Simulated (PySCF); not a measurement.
# VO₂H: structure of the singlet

Where does singlet VO₂H go from a T-shaped (ligand arrangement 2) start, is the end point a minimum, and what are its modes, charges and moments?

Method: PBE0, basis V def2-TZVP, O def2-TZVP, H def2-TZVP, no relativity, density fitting; program: PySCF 2.14.0.

## Step 1: Where the work starts

4 atoms, charge 0, spin multiplicity 1.

Bond lengths: V1–O2 1.690 Å, V1–O3 1.690 Å, V1–H4 1.660 Å. Angles: O2–V1–O3 88.0°, O2–V1–H4 88.0°, O3–V1–H4 176.0°.

```xyz
4
charge 0 multiplicity 1
V     0.3019    0.0000   -0.3340
O     0.3019    0.0000    1.3560
O    -1.3871    0.0000   -0.2750
H     1.9609    0.0000   -0.2761
```

## Step 2: Relaxation: T-shaped (ligand arrangement 2) start, singlet

The steps below are one call of a driver around PySCF. For each, scf.py gives the equivalent set-up of the SCF; relaxations use the driver's own optimiser. Before each start the driver seeks the lowest SCF state from one or more starting densities and follows internal instabilities, so scf.py alone need not reach the same state.

The program finds Cs symmetry in the start, which this walk keeps. The walk stops when the largest gradient is under 0.0003 Eh/bohr and the energy has settled too.

scf.py

```python
from pyscf import gto, scf, dft
mol = gto.M(atom='''
V      0.301917     0.000000    -0.333964
O      0.301917     0.000000     1.356036
O     -1.387083     0.000000    -0.274964
H      1.960917     0.000000    -0.276064''',
    basis={'V': 'def2-TZVP', 'O': 'def2-TZVP', 'H': 'def2-TZVP'},
    charge=0, spin=0)
mf = dft.RKS(mol, xc='PBE0')
mf.grids.atom_grid = (50, 194)
aux = {'V': 'def2-universal-JKFIT', 'O': 'def2-universal-JKFIT', 'H': 'def2-universal-JKFIT'}
mf = mf.density_fit(auxbasis=aux)
mf.kernel()
```

The runs that follow: Frequencies; Downhill along the imaginary mode; Vibrations and properties at this point.

Q: Predict the outcome of this session. Wanted: minimum; geometry; wavenumbers; dipole moment; highest occupied, lowest empty level; polar-tensor charge of V1; zero-point energy; atomisation energy.

As calculated:

| quantity | value |
| --- | --- |
| minimum | singlet, Cs |
| geometry | V–H 1.639 Å, V–O 1.570 Å (×2); H–V–O 105.9° (×2), O–V–O 109.7° |
| wavenumbers (cm⁻¹) | 390 (a'), 435 (a'), 642 (a''), 1099 (a''), 1122 (a'), 1860 (a') |
| dipole moment | 4.61 D |
| highest occupied, lowest empty level | -8.85, -3.69 eV |
| polar-tensor charge of V1 | +1.68 e |
| zero-point energy | 33.2 kJ/mol |
| entropy at 298.15 K | 269.1 J/(mol K) |
| atomisation energy (no zero-point energy) | 1391 kJ/mol |

In words: From Cs at the start the molecule goes to a Cs minimum, after a stop at a saddle point 30.2 kJ/mol higher, from which it was pushed off along an imaginary mode. In the infrared the band at 1099 cm⁻¹ (a'', stretch) leads. Only this shape and spin were tried, so other structures or states may lie lower.
